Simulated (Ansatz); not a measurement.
**TaH (triplet): the correlation ladder, def2-TZVPP**

The task here is to estimate one member of a computed series from the others.

The runs use Ansatz 0.2.0, Gaussian basis; def2-TZVPP, core rule «outside noble gas», up to 4 orbitals frozen.

To be run: UHF; ROHF; CCSD(T) on UHF.

2 further runs of the same task are left out: 2 set aside as unsound or not needed.

## The geometry

The geometry is a PBE0/def2-TZVP stationary point (not a proven minimum) of the parent state, kept for this charge and spin. No spin-orbit coupling is included. Elements past krypton take def2 core potentials.

2 atoms, charge 0, spin multiplicity 3.

Atoms are counted from 1 here; the program's logs count them from 0.

Bond lengths: Ta1–H2 1.752 Å.

The first run:

Input file in.yaml:

```yaml
crystal:
  periodic: [false, false, false]
  atoms:
    - {symbol: Ta, position_ang: [0.000000, 0.000000, 0.000000]}
    - {symbol: H, position_ang: [0.000000, 0.000000, 1.751800]}
basis:
  gaussian: {orbitals: def2-TZVPP}
magnetization: {spin_polarized: true, initial_magnetization: 2}
hamiltonian: {xc: hf}
output: {orbitals: {seedname: orbitals}}
```

Started as:

```console
$ ansatz run in.yaml --threads 1 --pin off --events-out ev --progress --plain --max-ram 4096MiB --backend cpu
```

Steps of the session up to this table: UHF; ROHF; CCSD(T) on UHF.

One table of the session follows, with a row left open; its other results are not shown here.

| method | from UCCSD(T) (meV) |
| --- | --- |
| ROHF | +3532.2 |
| UHF | ? |
| UMP2 | +930.7 |
| UCCSD | +157.7 |
| UCCSD(T) | 0 |

Estimate the missing values for UHF.

As computed: from UCCSD(T) (meV): +3226.8. In the column «from UCCSD(T) (meV)» it lies between UMP2 (+930.7) and ROHF (+3532.2).

To keep in mind: The determinant is far from a pure spin state, so its energy mixes those of several spin states (harmless only where they are near-degenerate, as at dissociation).
